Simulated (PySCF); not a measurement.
# C₄H₇F₂NO: first hyperpolarisability

What do calculations give for the first hyperpolarisability of C₄H₇F₂NO (`[H]/N=C(/CO)CC(F)F`)?

Programs: PySCF 2.14.0, with routines of our own; each step states its level. All values are computed. Atoms count from 0.

## 1. The system as given

15 atoms, charge 0, multiplicity 1; geometry from: GFN2-xTB.

## 2. Optimising the geometry at PBE0-D3(BJ)/def2-SVP

The job: settings as JSON, then the geometry in Å.

```
{"job": {"xc": "PBE0", "basis": "def2-SVP", "d3": "d3bj", "grid": 1, "kind": "geom"}, "charge": 0, "multiplicity": 1}
N     -1.304529    -0.001217    -1.246206
C     -0.497740    -0.328672    -0.338643
C     -1.072764    -0.808117     0.960980
O     -2.468126    -0.824998     0.962746
C      1.012760    -0.249932    -0.419897
C      1.480055     1.153955    -0.051693
F      1.287251     1.395988     1.265647
F      2.810916     1.282004    -0.267503
H     -0.903596     0.322811    -2.120993
H     -0.695571    -1.822392     1.162455
H     -0.707310    -0.154731     1.768045
H     -2.749100    -0.495673     0.094687
H      1.482278    -0.958507     0.264265
H      1.350858    -0.452533    -1.438715
H      0.970204     1.950005    -0.617088
```

On the command line:

```sh
> OMP_NUM_THREADS=1 python excited_run.py task.json out
```

This one command runs all jobs of the session in turn.

Log:

```text
step   0  E = -485.41130310  max force = 0.022404
step   1  E = -485.41329472  max force = 0.004304
step   2  E = -485.41342565  max force = 0.002069
step   3  E = -485.41340737  max force = 0.001672
step   4  E = -485.41347733  max force = 0.000624
step   5  E = -485.41348507  max force = 0.000206
optimisation converged
```

It took 41 s on 1 thread of Intel Xeon 6975P-C, shared host; peak memory 0.69 GiB.

Relaxation path:

```
step  energy from step 0 (eV)  largest force component (eV/Å)
   0                   0.0000                          1.1521
   1                  -0.0542                          0.2213
   2                  -0.0578                          0.1064
   3                  -0.0573                          0.0860
   4                  -0.0592                          0.0321
   5                  -0.0594                          0.0106
```

Close pairs (by a distance rule), those that changed most:

```
  bond  before (Å)  after (Å)  change (Å)
 C2–O3       1.395      1.379      -0.017
 N0–C1       1.258      1.270      +0.012
 C2–H9       1.101      1.112      +0.011
C4–H12       1.091      1.102      +0.010
 C4–C5       1.525      1.515      -0.010
 C1–C4       1.515      1.506      -0.009
C2–H10       1.101      1.109      +0.008
C4–H13       1.092      1.100      +0.008
```

The final coordinates are the input of the step that follows.

```
                         at the end point                value
  point group (found at 0.08 Å tolerance)                   C1
rotational constants (GHz, main isotopes)  4.216, 1.084, 0.947
                        dipole moment (D)                 3.22
```

## 3. First hyperpolarisability: quadratic response CAM-B3LYP/def2-SVPD

The job: settings as JSON, then the geometry in Å.

```
{"job": {"kind": "beta", "xc": "CAM-B3LYP", "basis": "def2-SVPD", "wavelengths": [1550, 1064, 694.3]}, "charge": 0, "multiplicity": 1}
N     -1.264547     0.089329    -1.337219
C     -0.492157    -0.283074    -0.400372
C     -1.159512    -0.847486     0.825896
O     -2.533695    -0.843128     0.713066
C      1.009969    -0.179218    -0.404723
C      1.509563     1.122054     0.188376
F      1.176592     1.201130     1.496954
F      2.854949     1.168814     0.101777
H     -0.764585     0.456341    -2.149916
H     -0.757327    -1.872943     0.976677
H     -0.807200    -0.259560     1.697940
H     -2.703148    -0.473421    -0.173953
H      1.465556    -0.997249     0.175637
H      1.390485    -0.242755    -1.435337
H      1.094736     2.009836    -0.321380
```

Level: quadratic response CAM-B3LYP/def2-SVPD first hyperpolarisability, Taylor convention, gas phase.

Log:

```text
coarse grid: 13008 points
cycle   1  E = -485.5236315164  dE =  1.251e+00  |g| = 9.537e-01  |ddm| = 5.622e+00
cycle   2  E = -485.4137614937  dE =  1.099e-01  |g| = 1.279e+00  |ddm| = 2.658e+00
cycle   3  E = -485.7000897358  dE = -2.863e-01  |g| = 8.833e-02  |ddm| = 1.614e+00
cycle   4  E = -485.7012867565  dE = -1.197e-03  |g| = 5.444e-02  |ddm| = 1.941e-01
cycle   5  E = -485.7018938822  dE = -6.071e-04  |g| = 1.383e-02  |ddm| = 1.177e-01
cycle   6  E = -485.7019323213  dE = -3.844e-05  |g| = 4.394e-03  |ddm| = 3.225e-02
cycle   7  E = -485.7019367173  dE = -4.396e-06  |g| = 7.607e-04  |ddm| = 9.716e-03
final grid: 127848 points
cycle   8  E = -485.7788427822  dE = -4.173e-05  |g| = 4.235e-03  |ddm| = 1.008e-01
cycle   9  E = -485.7788426182  dE =  1.640e-07  |g| = 4.726e-03  |ddm| = 1.620e-02
cycle  10  E = -485.7788464358  dE = -3.818e-06  |g| = 4.079e-04  |ddm| = 4.703e-03
cycle  11  E = -485.7788464654  dE = -2.964e-08  |g| = 1.947e-04  |ddm| = 9.976e-04
cycle  12  E = -485.7788464747  dE = -9.316e-09  |g| = 2.286e-05  |ddm| = 5.275e-04
cycle  13  E = -485.7788464749  dE = -1.670e-10  |g| = 1.486e-05  |ddm| = 8.477e-05
converged SCF energy = -485.7788464749

Lowest singlets (eV, f): 5.7728 0.0014  6.4085 0.0451  7.5959 0.0003

First hyperpolarisability (au)
process     nm      |vector|   parallel      HRS      DR
static         -       91.44     -47.98      42.83   3.593
shg       1550.0       97.53      -51.4      45.71   3.582
eope      1550.0       93.38     -49.08          -       -
shg       1064.0      105.35     -55.79       49.4   3.569
eope      1064.0       95.66     -50.36          -       -
shg        694.3      132.10     -70.75      61.92   3.533
eope       694.3      101.99     -53.91          -       -
```

It took 47 s on 1 thread of Intel Xeon 6975P-C, shared host; peak memory 0.94 GiB.

## 4. Results

| quantity | value |
| --- | --- |
| point group | C1 |
| rotational constants (main isotopes) | 4.22, 1.08, 0.95 GHz |
| β vector (step 3, quadratic response CAM-B3LYP/def2-SVPD) | static 91, SHG 1550.0 nm 98, SHG 1064.0 nm 105, SHG 694.3 nm 132 au |

Over 5 steps the energy fell by 0.059 eV; of the close pairs, C2–O3 changed most, 1.395 to 1.379 Å. No frequency check was run at this level, so the end point may be a saddle. β grows from 91 au (static) to 132 au for doubling at 694.3 nm: normal dispersion, which grows as twice the photon energy moves toward the bright states.
